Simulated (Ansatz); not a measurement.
**AlH₃O₃: small, medium and large basis sets**

Aim: see how fast density functionals converge with the basis set for AlH₃O₃.

The runs use Ansatz 0.2.0, Gaussian basis; one geometry, several basis sets.

The runs, in order: PBE0-D4/def2-SVP; ωB97M-V/def2-SVP; PBE0-D4/def2-QZVPP; ωB97M-V/def2-QZVPP; the functionals' def2-TZVPP values are taken from earlier runs.

## (1) The geometry

All runs share one geometry, relaxed beforehand with PBE0-D4 in a triple-zeta def2 set.

SMILES `[OH][Al]([OH])[OH]`, 7 atoms, charge 0, spin multiplicity 1.

Atoms are counted from 1 here; the program's logs count them from 0.

Bond lengths: O1–Al2 1.689 Å, O1–H5 0.956 Å, Al2–O3 1.689 Å, Al2–O4 1.689 Å, O3–H6 0.956 Å, O4–H7 0.956 Å. Angles: Al2–O1–H5 122.4°, O1–Al2–O3 120.0°, O1–Al2–O4 120.0°, O3–Al2–O4 120.0°, Al2–O3–H6 122.4°, Al2–O4–H7 122.5°.

Coordinates:

```mol
AlH3O3
  3D, bonds by distance, orders not assigned

  7  6  0  0  0  0  0  0  0  0999 V2000
   -1.6456    0.1897   -0.2821 O   0  0
    0.0087   -0.0097   -0.0065 Al  0  0
    0.6644    0.3659    1.5039 O   0  0
    1.0072   -0.5849   -1.2411 O   0  0
   -2.2421    0.5125    0.3910 H   0  0
    1.5947    0.2665    1.6978 H   0  0
    0.6738   -0.8079   -2.1084 H   0  0
  1  2  8  0
  2  3  8  0
  2  4  8  0
  1  5  8  0
  3  6  8  0
  4  7  8  0
M  END
```

## (2) PBE0-D4 in def2-SVP

in.yaml reads:

```yaml
crystal:
  periodic: [false, false, false]
  atoms:
    - {symbol: O, position_ang: [-1.645590, 0.189716, -0.282109]}
    - {symbol: Al, position_ang: [0.008653, -0.009750, -0.006502]}
    - {symbol: O, position_ang: [0.664391, 0.365882, 1.503863]}
    - {symbol: O, position_ang: [1.007216, -0.584896, -1.241127]}
    - {symbol: H, position_ang: [-2.242094, 0.512514, 0.390957]}
    - {symbol: H, position_ang: [1.594742, 0.266478, 1.697777]}
    - {symbol: H, position_ang: [0.673782, -0.807943, -2.108357]}
basis:
  gaussian: {orbitals: def2-SVP}
hamiltonian: {xc: pbe0, dispersion: d4}
output: {orbitals: {seedname: orbitals}}
```

Started as:

```console
ansatz run in.yaml --threads 4 --pin off --events-out ev --progress --plain --max-ram 10444MiB
```

The runs that follow: ωB97M-V in def2-SVP; PBE0-D4 in def2-QZVPP; ωB97M-V in def2-QZVPP.

Before running them: what should the planned runs give, taken together? Wanted: PBE0-D4: double and triple zeta above quadruple; ωB97M-V: double and triple zeta above quadruple.

**Answer**, as computed:

| quantity | value |
| --- | --- |
| PBE0-D4: double and triple zeta above quadruple | 11.08, 0.61 eV |
| ωB97M-V: double and triple zeta above quadruple | 11.20, 0.58 eV |

What this shows: PBE0-D4 gains 10.47 eV from double to triple zeta, then 0.61 eV more. Total energies overstate the basis error of differences, where much of it tends to cancel. The LUMO of ωB97M-V is positive and keeps falling with the basis (1.44 to 0.68 eV): an unbound level that the basis holds in place.
